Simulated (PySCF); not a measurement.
# SiSF₂: relaxation and vibrations of the singlet

Where does singlet SiSF₂ go from a PBE0 minimum start, is the end point a minimum, and what are its modes, charges and moments?

The runs use PySCF 2.14.0; PBE0, basis Si def2-TZVP, S def2-TZVP, F def2-TZVP, no relativity, density fitting.

### 1 Starting geometry

4 atoms, charge 0, spin multiplicity 1.

Bond lengths: Si1–S2 1.915 Å, Si1–F3 1.571 Å, Si1–F4 1.571 Å. Angles: S2–Si1–F3 128.3°, S2–Si1–F4 128.3°, F3–Si1–F4 103.3°.

```xyz
4
charge 0 multiplicity 1
Si    0.0000    0.0000   -0.2475
S     0.0000    0.0000    1.6679
F     1.2317    0.0000   -1.2218
F    -1.2317    0.0000   -1.2218
```

### 2 The SCF at the typed geometry

One driver script runs all steps and calls PySCF; scf.py shows how it sets up the SCF of each step. The optimiser is the driver's own. After this first run the driver tries any further starts and a stability analysis.

File scf.py:

```python
from pyscf import gto, scf, dft
mol = gto.M(atom='''
Si     0.000000     0.000000    -0.247484
S     -0.000000    -0.000000     1.667862
F      1.231744    -0.000000    -1.221837
F     -1.231744     0.000000    -1.221837''',
    basis={'Si': 'def2-TZVP', 'S': 'def2-TZVP', 'F': 'def2-TZVP'},
    charge=0, spin=0)
mf = dft.RKS(mol, xc='PBE0')
mf.grids.atom_grid = (50, 194)
aux = {'Si': 'def2-universal-JKFIT', 'S': 'def2-universal-JKFIT', 'F': 'def2-universal-JKFIT'}
mf = mf.density_fit(auxbasis=aux)
mf.conv_tol = 1e-08
mf.diis_space = 10
mf.max_cycle = 60
mf.init_guess = 'minao'
mf.verbose = 4
mf.kernel()
```

Launch:

```
$ OMP_NUM_THREADS=2 python axn.py task.json out
```

Standard output:

```text
init E= -887.582237877611
  HOMO = -0.327584167990964  LUMO = -0.0940398384126533  gap/eV = 6.35506
cycle= 1 E= -887.075054043762  delta_E= 0.507  |g|= 0.736  |ddm|= 2.07
  HOMO = -0.255778692338772  LUMO = -0.0726207970805028  gap/eV = 4.98398
cycle= 2 E= -886.946120477879  delta_E= 0.129  |g|= 1.14  |ddm|=  1.1
  HOMO = -0.290681267308499  LUMO = -0.0568871908228555  gap/eV = 6.36186
cycle= 3 E= -887.173291267371  delta_E= -0.227  |g|= 0.0611  |ddm|= 0.683
  HOMO = -0.294108625059069  LUMO = -0.0636723117961959  gap/eV = 6.27049
cycle= 4 E= -887.173933392558  delta_E= -0.000642  |g|= 0.035  |ddm|= 0.0712
  HOMO = -0.29674298506187  LUMO = -0.0615037069923022  gap/eV = 6.40119
cycle= 5 E= -887.174292023406  delta_E= -0.000359  |g|= 0.0107  |ddm|= 0.036
  HOMO = -0.295186437864435  LUMO = -0.0611973161471187  gap/eV = 6.36717
cycle= 6 E= -887.174318089354  delta_E= -2.61e-05  |g|= 0.00153  |ddm|= 0.00857
  HOMO = -0.295446323705008  LUMO = -0.061306470984234  gap/eV = 6.37127
cycle= 7 E= -887.17431854098  delta_E= -4.52e-07  |g|= 0.00017  |ddm|= 0.00128
  HOMO = -0.295425952951267  LUMO = -0.0612787507365209  gap/eV = 6.37147
cycle= 8 E= -887.174318550461  delta_E= -9.48e-09  |g|= 6.15e-05  |ddm|= 0.00028
  HOMO = -0.295449150223192  LUMO = -0.0612850076761884  gap/eV = 6.37193
Extra cycle  E= -887.174318549866  delta_E= 5.95e-10  |g|= 8.63e-05  |ddm|= 0.000123
converged SCF energy = -887.174318549866
```

This step, with its further starts and checks, ran for 5.1 s (2 threads of Intel Xeon 6975P-C (Granite Rapids), shared host).

The test of internal stability found no lower closed-shell solution.

### 3 Relaxation: PBE0 minimum start, singlet

The program finds C2v symmetry in the start, which this walk keeps.

scf.py, as its differences from that of step 2:

```diff
@@ -3,4 +3,4 @@
-Si     0.000000     0.000000    -0.247484
-S     -0.000000    -0.000000     1.667862
-F      1.231744    -0.000000    -1.221837
-F     -1.231744     0.000000    -1.221837''',
+Si     0.000000     0.000000    -0.247231
+S      0.000000     0.000000     1.668115
+F      1.231744     0.000000    -1.221584
+F     -1.231744     0.000000    -1.221584''',
@@ -16 +15,0 @@
-mf.init_guess = 'minao'
```

Energy and gradient, step by step:

| step | energy (Eh) | change (kJ/mol) | largest symmetric gradient (Eh/bohr) |
| --- | --- | --- | --- |
| 0 | -887.174319 | 0.00 | 0.00064 |
| 1 | -887.174320 | 0.00 | 0.00011 |

The walk took 2.5 s.

Positions (Å) and forces (eV/Å) along the way:

```
step 0
Si   0.000   0.000  -0.247   0.000   0.000   0.033
S    0.000   0.000   1.668   0.000   0.000  -0.001
F    1.232   0.000  -1.222  -0.008   0.000  -0.016
F   -1.232   0.000  -1.222   0.008   0.000  -0.016
step 1
Si   0.000   0.000  -0.246   0.000   0.000   0.006
S    0.000   0.000   1.669   0.000   0.000   0.000
F    1.230   0.000  -1.223   0.000   0.000  -0.003
F   -1.230   0.000  -1.223   0.000   0.000  -0.003
```

It settles in C2v symmetry, 0.0 kJ/mol below the start, after 1 steps: Si–F 1.571 Å (×2), Si–S 1.915 Å; F–Si–F 103.1°, F–Si–S 128.4° (×2).

### 4 Frequencies

On the finer grid the gradient is checked again; gradients at displacements of ±0.02 bohr then give force constants and infrared intensities.

scf.py, as its differences from that of step 3:

```diff
@@ -3,4 +3,4 @@
-Si     0.000000     0.000000    -0.247231
-S      0.000000     0.000000     1.668115
-F      1.231744     0.000000    -1.221584
-F     -1.231744     0.000000    -1.221584''',
+Si     0.000000     0.000000    -0.247450
+S      0.000000     0.000000     1.667892
+F      1.231745     0.000000    -1.221799
+F     -1.231745     0.000000    -1.221799''',
@@ -10 +10 @@
-mf.grids.atom_grid = (50, 194)
+mf.grids.atom_grid = (75, 302)
@@ -13 +13 @@
-mf.conv_tol = 1e-08
+mf.conv_tol = 1e-10
```

The driver hands on the density of the step before, so the log starts near convergence.

SCF at the final geometry:

```text
init E= -887.174345128299
  HOMO = -0.295435812755549  LUMO = -0.0612793971487173  gap/eV = 6.37172
cycle= 1 E= -887.174345128253  delta_E= 4.52e-11  |g|= 1.5e-05  |ddm|= 2.07e-05
  HOMO = -0.295432408202571  LUMO = -0.0612807595631324  gap/eV = 6.37159
cycle= 2 E= -887.174345128118  delta_E= 1.35e-10  |g|= 2.6e-05  |ddm|= 3.56e-05
  HOMO = -0.295434483610762  LUMO = -0.0612798354653333  gap/eV = 6.37167
cycle= 3 E= -887.174345128321  delta_E= -2.02e-10  |g|= 4.52e-07  |ddm|= 2.24e-05
  HOMO = -0.295434510597184  LUMO = -0.0612798523717811  gap/eV = 6.37167
cycle= 4 E= -887.174345128322  delta_E= -1.14e-12  |g|= 6.91e-08  |ddm|= 2.08e-07
  HOMO = -0.29543452356601  LUMO = -0.0612798621301445  gap/eV = 6.37167
Extra cycle  E= -887.174345128321  delta_E= 1.14e-12  |g|= 9.53e-08  |ddm|= 8.88e-08
converged SCF energy = -887.174345128321
```

The whole step took 34 s.

Geometry: C2v; Si–F 1.571 Å (×2), Si–S 1.915 Å; F–Si–F 103.3°, F–Si–S 128.3° (×2).

Harmonic modes (main isotopes):

```json
{"symmetry": "b2", "ω (cm⁻¹)": "247", "IR (km/mol)": "9.6"}
{"symmetry": "b1", "ω (cm⁻¹)": "311", "IR (km/mol)": "31.9"}
{"symmetry": "a1", "ω (cm⁻¹)": "334", "IR (km/mol)": "22.7"}
{"symmetry": "a1", "ω (cm⁻¹)": "645", "IR (km/mol)": "1.6"}
{"symmetry": "b2", "ω (cm⁻¹)": "981", "IR (km/mol)": "149"}
{"symmetry": "a1", "ω (cm⁻¹)": "1012", "IR (km/mol)": "275"}
```

All wavenumbers are real: a minimum.

Constants and moments:

| Quantity | Value |
| --- | --- |
| Dipole moment | 1.15 D |
| Highest occupied level | -8.04 eV |
| Lowest empty level | -1.67 eV |
| Rotational constants | 0.2924, 0.1144, 0.08222 cm⁻¹ |
| Zero-point energy | 21.1 kJ/mol |
| Principal polarisabilities | 30.7, 33.5, 52.9 bohr³ |
| Atomisation energy without zero-point energy | 1572 kJ/mol |
| Principal traceless quadrupole moments about the centre of mass | -2.60, -2.42, 5.02 D Å |
| Entropy at 298.15 K and 1 bar | 289.1 J/(mol K) |
| Heat capacity Cp at 298.15 K | 61.4 J/(mol K) |
| Enthalpy at 298.15 K above 0 K | 13.82 kJ/mol |
| Rotational symmetry number | 2 |

Charges (e) and bond orders:

```
atom  Mulliken  Löwdin  polar tensor  Mayer order to Si1
 Si1      0.77   -0.28          1.62                   –
  S2     -0.27    0.15         -0.45                2.23
F3,4     -0.25    0.06         -0.59                1.18
```

Mulliken populations on Si1: s 4.94, p 7.53, d 0.63, f 0.13.

### 5 Summary of results

```
                                 quantity                                                               value
                                  minimum                                                        singlet, C2v
                                 geometry  Si–F 1.571 Å (×2), Si–S 1.915 Å; F–Si–F 103.3°, F–Si–S 128.3° (×2)
                       wavenumbers (cm⁻¹)         247 (b2), 311 (b1), 334 (a1), 645 (a1), 981 (b2), 1012 (a1)
                            dipole moment                                                              1.15 D
     highest occupied, lowest empty level                                                     -8.04, -1.67 eV
               polar-tensor charge of Si1                                                             +1.62 e
                        zero-point energy                                                         21.1 kJ/mol
                      entropy at 298.15 K                                                     289.1 J/(mol K)
atomisation energy (no zero-point energy)                                                         1572 kJ/mol
```

In words: The molecule stays C2v, as typed, and the end point is a minimum. In the infrared the band at 1012 cm⁻¹ (a1, stretch) leads. Other starts or spin states, not run here, may lie lower.

The search up to here took 42 s.
